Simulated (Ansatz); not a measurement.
# Be16B: the cost of one run

All numbers below are computed with Ansatz 0.2.0 (DFT PBE, plane waves, PAW, scalar-relativistic, no spin polarisation).

**1. The system as given**

The cell holds 17 atoms (BBe16): a = 4.580 Å, b = 3.966 Å, c = 7.177 Å, α = 90.00°, β = 90.00°, γ = 90.00°.

The coordinates stand in the first input below.

**2. Relaxing end A**

The input, input.yaml:

```yaml
crystal:
  lattice:
    - [-2.29, -3.966396, 0.0]
    - [3.435, -1.983198, 0.0]
    - [0.0, 0.0, 7.17686]
  atoms:
    - { symbol: Be, position: [0.75, 0.5, 0.0] }
    - { symbol: Be, position: [0.5, 0.3333333, 0.25] }
    - { symbol: Be, position: [0.75, 0.5, 0.5] }
    - { symbol: Be, position: [0.5, 0.3333333, 0.75] }
    - { symbol: Be, position: [0.5, 0.0, 0.0] }
    - { symbol: Be, position: [0.25, 0.8333333, 0.25] }
    - { symbol: Be, position: [0.5, 0.0, 0.5] }
    - { symbol: Be, position: [0.25, 0.8333333, 0.75] }
    - { symbol: Be, position: [0.25, 0.5, 0.0] }
    - { symbol: Be, position: [0.0, 0.3333333, 0.25] }
    - { symbol: Be, position: [0.25, 0.5, 0.5] }
    - { symbol: Be, position: [0.0, 0.3333333, 0.75] }
    - { symbol: Be, position: [0.0, 0.0, 0.0] }
    - { symbol: Be, position: [0.75, 0.8333333, 0.25] }
    - { symbol: Be, position: [0.0, 0.0, 0.5] }
    - { symbol: Be, position: [0.75, 0.8333333, 0.75] }
    - { symbol: B, position: [0.0237686, 0.6625135, 0.1239086] }
basis:
  ecutwfc: 420.0
kpoints:
  mp_grid: { grid: [4, 4, 3] }
hamiltonian:
  xc: pbe
scf:
  occupations: { method: fermi_dirac, width: 0.1 }
  lower_state_search: "off"
relax:
  f_tol: 0.03
  max_steps: 60
  adjacent_minimum: "off"
output:
  write_density: true
  write_potential: true
  elf: true
  volumetric_format: npy
```

On the command line:

```sh
$ ansatz run input.yaml --threads 1 --pin off --max-ram 3072MiB --backend cpu --events-out ev --progress --plain --runs-dir out
```

**Question.** How long does this run take on 1 thread of Intel Xeon 6975P-C (Granite Rapids), shared host, and how much memory does it need?

About 69 s, with a peak of 0.45 GiB.
